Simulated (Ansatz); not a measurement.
AlO2:

```xyz
6
Lattice="1.4882 -5.4028 0.0000 1.4882 5.4028 0.0000 0.0000 0.0000 3.6466" Properties=species:S:1:pos:R:3 pbc="T T T"
Al    1.4882   -1.8168    2.7350
Al    1.4882    1.8168    0.9117
O     1.4882    4.7429    2.7350
O     1.4882   -4.7429    0.9117
O     1.4882    2.2240    2.7350
O     1.4882   -2.2240    0.9117
```

The cell comes from a database or a generator and needn't be the stable form of this composition.

Base run:

| Property | Result |
| --- | --- |
| Program | Ansatz 0.2.0 |
| Functional | LDA |
| Potentials or basis | Ansatz PAW |
| Cutoff | 420 eV |
| Density cutoff | 1680 eV |
| k mesh | 9 × 9 × 7 |
| Occupations | fermi-dirac, width 0.05 eV |
| Spin | no spin polarisation |

Its results: band gap on the k mesh none (metal or under the smearing width); pressure -11.7 GPa; largest force 0.447 eV/Å.

Problem. After a change of settings the same cell gave: band gap on the k mesh none (metal or under the smearing width); pressure -7.4 GPa; largest force 0.786 eV/Å. Which change was it?
A. functional from LDA to RPBE
B. functional from LDA to PBEsol
C. functional from LDA to PBEsol; k mesh from 9 × 9 × 7 to 8 × 8 × 6
D. functional from LDA to r2SCAN; cutoff from 420 eV to 500 eV; density cutoff from 1680 eV to 2000 eV

Solution. D.

Caveats: the PAW data sets come from PBE, with cores solved anew for the run's functional, which leaves a small shift of forces and pressure; the density of states is complete only up to the lowest level of the last band computed.

Not every run made on this cell is shown here.
